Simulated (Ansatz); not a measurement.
# Ga4P3N: the cost of one run

The runs shown are made with Ansatz 0.2.0. PAW datasets, plane waves. Spin-unpolarised throughout. Whether this structure exists isn't addressed.

## Step 1: Starting point

The cell was relaxed beforehand with r2SCAN.

Space group R3m (No. 160), trigonal; a = 3.706 Å, c = 36.272 Å in the conventional setting, 17.98 Å³ an atom. Near N stand 4 Ga at 1.95–2.20 Å; near P stand 4 Ga at 2.30–2.35 Å; near P stand 4 Ga at 2.30–2.34 Å; near P stand 4 Ga at 2.31–2.34 Å; near Ga stand 3 N at 2.20 Å and 1 P at 2.35 Å.

Structure file:

```cif
data_structure
_symmetry_space_group_name_H-M 'P 1'
_symmetry_Int_Tables_number 1
_cell_length_a 12.2787
_cell_length_b 12.2787
_cell_length_c 12.2787
_cell_angle_alpha 17.360
_cell_angle_beta 17.360
_cell_angle_gamma 17.360
_cell_volume 143.82
loop_
_atom_site_label
_atom_site_type_symbol
_atom_site_fract_x
_atom_site_fract_y
_atom_site_fract_z
_atom_site_occupancy
N1 N 0.99923 0.99923 0.99923 1
P1 P 0.74518 0.74518 0.74518 1
P2 P 0.49984 0.49984 0.49984 1
P3 P 0.25465 0.25465 0.25465 1
Ga1 Ga 0.68039 0.68039 0.68039 1
Ga2 Ga 0.43521 0.43521 0.43521 1
Ga3 Ga 0.19013 0.19013 0.19013 1
Ga4 Ga 0.94537 0.94537 0.94537 1
```

## Step 2: Band structure with PBE

input.yaml

```yaml
crystal:
  lattice:
    - [1.8530289501, 1.0698467632, 12.0908073102]
    - [-1.8530289501, 1.0698467632, 12.0908073102]
    - [0.0, -2.1396935264, 12.0908073102]
  atoms:
    - { symbol: "N", position: [-0.0007666994, -0.0007666994, -0.0007666994] }
    - { symbol: P, position: [0.7451819974, 0.7451819974, 0.7451819974] }
    - { symbol: P, position: [0.4998387362, 0.4998387362, 0.4998387362] }
    - { symbol: P, position: [0.2546480415, 0.2546480415, 0.2546480415] }
    - { symbol: Ga, position: [0.6803905591, 0.6803905591, 0.6803905591] }
    - { symbol: Ga, position: [0.4352125312, 0.4352125312, 0.4352125312] }
    - { symbol: Ga, position: [0.1901272752, 0.1901272752, 0.1901272752] }
    - { symbol: Ga, position: [0.9453675588, 0.9453675588, 0.9453675588] }
kpoints:
  mp_grid: { grid: [8, 8, 8] }
  band_path:
    path:
      - [[0.0, 0.0, 0.0], [-0.5, -0.5, -0.5], [-0.5, -0.1718863156156, -0.8281136843844]]
      - [[-0.1718863156156, 0.1718863156156, -0.5], [-3.824457474604e-16, -2.410877616175e-16, -0.5], [0.0, 0.0, 0.0], [-6.496630913195e-16, 0.3359431578078, -0.3359431578078]]
      - [[-0.3359431578078, -1.994595515494e-16, -0.6640568421922], [-0.5, -5.810156570663e-17, -0.5], [0.0, 0.0, 0.0]]
    npoints: 10
hamiltonian:
  xc: pbe
scf:
  occupations: { method: fermi_dirac, width: 0.02 }
  n_extra_bands: 6
output:
  forces: true
  stress: true
  eigenvalues: true
```

Started as:

```console
ansatz run input.yaml --threads 4 --pin off --max-ram 6451MiB --backend cpu --events-out ev --progress --plain --runs-dir out
```

Q: Estimate wall time and peak memory on 4 threads of Arm Neoverse V2, shared host.

About 19 s, with a peak of 0.6 GiB.
